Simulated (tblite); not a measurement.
# CH7GeNOSi: the cost of one run

Computed with tblite 0.8.0 and PySCF 2.14.0; each step states its level. No surroundings beyond the atoms listed, unless a continuum is named. Atoms count from 0, parts from 1.

## (1) Starting point

12 atoms, charge 0, multiplicity 3; geometry: distance geometry start.

## (2) Geometry optimisation with GFN2-xTB

What the job is given:

```
{"job": {"kind": "relax", "xc": "GFN2-xTB", "basis": "xTB"}, "charge": 0, "multiplicity": 3}
Ge     0.240501     0.427593    -1.510313
N     -0.775400    -0.616528    -0.356368
Si    -2.444422    -0.098465    -0.156611
O      1.737547     1.081103    -0.777909
C      2.443496     0.159847    -0.021169
H     -0.283987    -0.813524     0.548651
H     -2.566009     1.220753     0.477244
H     -3.123645    -1.038837     0.746974
H     -3.224166    -0.181962    -1.397015
H      3.321161     0.715352     0.407478
H      1.857917    -0.176578     0.872181
H      2.844829    -0.690604    -0.576977
```

With the program's defaults for keys left out, this is: GFN2-xTB geometry optimisation, gas phase.

Started as:

```
OMP_NUM_THREADS=1 python cluster_run.py task.json out
```

One launch serves the whole session: the jobs run in the order shown.

**Question.** How long does this first job take on 1 thread of AMD EPYC 7R43, shared host?

About 5.9 s.
